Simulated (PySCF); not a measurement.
# C6H12Se: the cost of one run

Programs: PySCF 2.14.0, with density-fitted response routines of our own. Each step states its level of theory. These are calculated values for one molecule, in the gas phase or a continuum, unless marked as measured. Atoms count from 0, in the outputs and in this text.

## 1. The molecule as given

19 atoms, charge 0, multiplicity 1; geometry from: GFN2-xTB. The atoms were then displaced at random by about 0.01 Å, so the start is not that level's minimum.

Bonds of the start (Å): C0–C1 1.55, C1–C2 1.54, C2–C3 1.53, C3–Se4 1.95, Se4–C5 1.97, C5–C6 1.53, C6–C0 1.54, C0–H7 1.06, C0–H8 1.09, C1–H9 1.10, C1–H10 1.09, C2–H11 1.07, C2–H12 1.09, C3–H13 1.05, C3–H14 1.12, C5–H15 1.11, C5–H16 1.10, C6–H17 1.10, C6–H18 1.08.

## 2. Geometry optimisation at PBE0-D3(BJ)/def2-SVP

Job settings and geometry (Å):

```
{"job": {"xc": "PBE0", "basis": "def2-SVP", "d3": "d3bj", "grid": 1, "shake": 0.01, "kind": "geom"}, "charge": 0, "multiplicity": 1}
C      0.961750    -0.942600    -0.131910
C     -0.537450    -1.317070     0.028390
C     -1.544010    -0.474750    -0.782840
C     -1.334520     1.035230    -0.606550
Se    -0.936340     1.603160     1.218280
C      1.011370     1.357680     1.067810
C      1.492700    -0.094140     1.034530
H      1.560600    -1.819000    -0.207610
H      1.080980    -0.363200    -1.049930
H     -0.801580    -1.247140     1.097810
H     -0.675120    -2.357470    -0.258570
H     -2.525710    -0.765890    -0.465450
H     -1.447500    -0.689160    -1.848860
H     -0.576300     1.430450    -1.214730
H     -2.295660     1.535890    -0.875100
H      1.439650     1.878720     1.943700
H      1.317960     1.897670     0.163160
H      1.204300    -0.579220     1.977220
H      2.574160    -0.082100     0.978880
```

On the command line:

```
$ OMP_NUM_THREADS=1 python probes_run.py task.json out
```

The driver reads the jobs from task.json and runs them one after another.

**Question.** How long does this first job take on 1 thread of Arm Neoverse V1, shared host, and how much memory does it need?

About 1.9 min, with a peak of 0.79 GiB.
